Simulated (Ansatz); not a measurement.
# Ir (diamond type): a single-point run

Aim: a sound single-point run of Ir (diamond type). The structure is shown as the input types it.

Computed with Ansatz 0.2.0 (DFT, PBEsol, norm-conserving pseudopotentials, Ansatz's default files, scalar-relativistic, unless a step's input says otherwise).

## (1) The starting structure

Symmetry: Fd-3m, No. 227, cubic system. The conventional cell has a = 5.413 Å, b = 5.413 Å, c = 5.413 Å, α = 90.00°, β = 90.00°, γ = 90.00°. Around Ir (site symmetry -43m) lie 4 Ir at 2.34 Å.

Structure file:

```
CELL_PARAMETERS angstrom
0.00000 2.70655 2.70655
2.70655 0.00000 2.70655
2.70655 2.70655 0.00000
ATOMIC_POSITIONS crystal
Ir 0.87500 0.87500 0.87500
Ir 0.12500 0.12500 0.12500
```

## (2) Input and run

input.yaml

```yaml
crystal:
  lattice:
    - [0.0, 2.7065530672, 2.7065530672]
    - [2.7065530672, 0.0, 2.7065530672]
    - [2.7065530672, 2.7065530672, 0.0]
  atoms:
    - { symbol: Ir, position: [-0.125, -0.125, -0.125] }
    - { symbol: Ir, position: [0.125, 0.125, 0.125] }
kpoints:
  mp_grid: { grid: [13, 13, 13] }
scf:
  occupations: { method: fermi_dirac, width: 0.05 }
  max_iter: 3
hamiltonian:
  xc: pbesol
  pseudopotentials: { kind: nc }
output:
  forces: true
  stress: true
  eigenvalues: true
```

Launch:

```bash
> ansatz run input.yaml --threads 1 --pin off --max-ram 2048MiB --backend cpu --events-out ev --progress --plain --runs-dir out
```

**Question.** How will this run end, and is anything wrong with its input?

No self-consistency after 3 cycles. The density residual dr2 fell from 0.455 to 0.0044 eV (threshold 1.0e-7) and was still falling. Its numbers are not properties of the system.

The suspect setting: scf.max_iter is 3. The run was allowed too few self-consistency cycles to reach its threshold.

Fix: delete scf.max_iter (the default then holds).
